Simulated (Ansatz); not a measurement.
# Ge: the cost of one run

Method: DFT r2SCAN, scalar-relativistic, plane waves, PAW, in Ansatz 0.2.0.

## 1. The starting structure

Symmetry: P6_3/mmc, No. 194, hexagonal system. Conventional cell: a = 3.990 Å, b = 3.990 Å, c = 6.580 Å, α = 90.00°, β = 90.00°, γ = 120.00°. Around Ge (site symmetry 3m) lie 4 Ge at 2.45 to 2.47 Å.

As a file:

```xyz
4
Lattice="3.9900 0.0000 0.0000 -1.9950 3.4554 0.0000 0.0000 0.0000 6.5800" Properties=species:S:1:pos:R:3 pbc="T T T"
Ge    0.0000    2.3036    0.4113
Ge    1.9950    1.1518    3.7012
Ge    1.9950    1.1518    6.1688
Ge    0.0000    2.3036    2.8788
```

## 2. Relaxing cell and atoms: Ge, no spin

File input.yaml:

```yaml
crystal:
  lattice:
    - [3.99, 0.0, 0.0]
    - [-1.995, 3.4554413611, 0.0]
    - [0.0, 0.0, 6.58]
  atoms:
    - { symbol: Ge, position: [0.3333333333, 0.6666666667, 0.0625] }
    - { symbol: Ge, position: [0.6666666667, 0.3333333333, 0.5625] }
    - { symbol: Ge, position: [0.6666666667, 0.3333333333, 0.9375] }
    - { symbol: Ge, position: [0.3333333333, 0.6666666667, 0.4375] }
scf:
  occupations: { method: gaussian, width: 0.03 }
output:
  forces: true
  stress: true
hamiltonian:
  xc: r2scan
kpoints:
  mp_grid: { grid: [12, 12, 7] }
relax:
  f_tol: 0.002
  cell: { stress_tol: 0.03 }
```

Run with:

```bash
$ ansatz run input.yaml --threads 4 --pin off --max-ram 8192MiB --backend cpu --events-out ev --progress --plain --runs-dir out
```

**Question.** How long does this run take on 4 threads of Intel Xeon Platinum 8488C (Sapphire Rapids), shared host, and how much memory does it need?

About 17 s, with a peak of 0.77 GiB.
